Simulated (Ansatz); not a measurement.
## Na3Al under changes of volume

One of the cells (28.157 Å³/atom); the others are scaled copies at fixed shape and fractional positions:

```
Al Na
1.0
     0.00000    3.83300    3.83300
     3.83300    0.00000    3.83300
     3.83300    3.83300    0.00000
Al Na
1 3
Direct
  0.00000 0.00000 0.00000
  0.50000 0.50000 0.50000
  0.75000 0.75000 0.75000
  0.25000 0.25000 0.25000
```

The cell comes from a database or a generator and needn't be the stable form of this composition.

```yaml
Program: Ansatz 0.2.0
Functional: PBE
Potentials_or_basis: Ansatz PAW
Cutoff: "420 eV (not typed: the program's choice for these potentials)"
k_mesh: 6 × 6 × 6
Occupations: fermi-dirac, width 0.05 eV
Spin: no spin polarisation
```

```csv
volume (Å³/atom),energy over the lowest point (meV/atom),pressure (GPa)
26.468,?,?
27.031,3.31,0.8
27.594,1.06,0.5
28.157,0.00,0.1
28.720,0.01,-0.2
29.283,1.00,-0.4
29.847,2.86,-0.6
```

Problem. What does the run at 26.468 Å³/atom give?

Solution. Energy over the lowest point 6.88 meV/atom; pressure 1.2 GPa.

Worked out: A Birch-Murnaghan fit of order 3 (a polynomial in V^(-2/3)) to the other rows has its minimum at 28.43 Å³/atom with B0 = V·E''(V) = 14.7 GPa and B' = 4.2. It gives 6.88 meV/atom at 26.468 Å³/atom, against the run's 6.88, and -dE/dV = 1.2 GPa, against 1.2.

Energies are extrapolated to zero smearing.
